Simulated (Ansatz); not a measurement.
# MnSb: the cost of one run

Program: Ansatz 0.2.0, driven from Python. Level of theory: DFT PBE+D3(BJ) with three-body term, plane waves, PAW. These are calculated values, not measurements.

**1. The system**

Symmetry: P6_3/mmc, No. 194, hexagonal system. The conventional cell has a = 4.150 Å, b = 4.150 Å, c = 5.780 Å, α = 90.00°, β = 90.00°, γ = 120.00°. Mn (site symmetry -3m) has 6 Sb at 2.80 Å and 2 Mn at 2.89 Å as nearest neighbours. Sb (site symmetry -6m2) is surrounded by 6 Mn at 2.80 Å.

The script holds or builds the structure itself.

**2. The script**

run_jij.py reads:

```python
'''Heisenberg exchange couplings of MnSb.'''

import warnings

import ansatz as az
import numpy as np

warnings.simplefilter('ignore', az.DeckWarning)

cell = (
    az.Lattice.from_parameters(4.15, 4.15, 5.78, alpha=90, beta=90, gamma=120)
    .space_group(194)
    .atom('Mn', (0.0, 0.0, 0.0))
    .atom('Sb', (1 / 3, 2 / 3, 0.25))
    .moments(Mn=4)
)

base = (
    cell.calculation()
    .functional('PBE', dispersion='d3bjatm')
    .kpoints(8, 8, 5, center='gamma')
    .spin('collinear')
    .initial_density(normalization='cell')
    .basis(18 * az.Ha, density_ratio=6)
    .occupations('Fermi-Dirac', width=0.2)
    .scf(max_iterations=150)
    .eigenstates(nscf_kmesh=(6, 6, 4))
    .exchange_couplings(magnetic=['Mn'])
)
couplings = base.run(threads=1, backend='cpu').exchange_couplings().to_plain()
for atom in couplings['atoms']:
    print(atom['site']['symbol'], atom['role'], 'moment', round(atom['moment_mub'], 3), 'muB')
shells = {}
for pair in couplings['pairs']:
    key = (pair['site'], pair['partner'], round(float(np.linalg.norm(pair['displacement_ang'])), 2))
    shells.setdefault(key, []).append(1000 * pair['coupling_ev'])
print('site partner distance (A)  count  mean J (meV)')
for (i, j, d), values in sorted(shells.items(), key=lambda item: item[0][2])[:10]:
    print(f'{i:4d} {j:7d} {d:12.2f} {len(values):6d} {np.mean(values):13.3f}')
print('mean-field order:', couplings['mean_field_order'])
```

**3. The input behind the calls**

The package turns the script's settings into the engine's input:

```yaml
crystal:
  lattice:
    a: 4.15
    b: 4.15
    c: 5.78
    alpha: 90.0
    beta: 90.0
    gamma: 120.0
  space_group: 194
  atoms:
    - { symbol: Mn, position: [0.0, 0.0, 0.0] }
    - { symbol: Sb, position: [0.3333333333333333, 0.6666666666666666, 0.25] }
basis:
  ecutwfc: 489.804952427784
  ecutrho_ratio: 6
kpoints:
  mp_grid:
    grid: [8, 8, 5]
    shift: [0.0, 0.0, 0.0]
hamiltonian:
  xc: pbe
  dispersion: d3bjatm
magnetization:
  spin_polarized: true
  per_species:
    Mn: 4.0
scf:
  max_iter: 150
  occupations:
    method: fermi_dirac
    width: 0.2
  initial_density:
    normalization: cell
output:
  eigenstates:
    nscf_kmesh:
      grid: [6, 6, 4]
    exchange_couplings:
      magnetic:
        - { species: Mn }
```

**4. The run**

On the command line:

```bash
$ python run_jij.py
```

Q: Estimate wall time and peak memory on 1 thread of Arm Neoverse V2, shared host.

About 2.8 min, with a peak of 1.2 GiB.
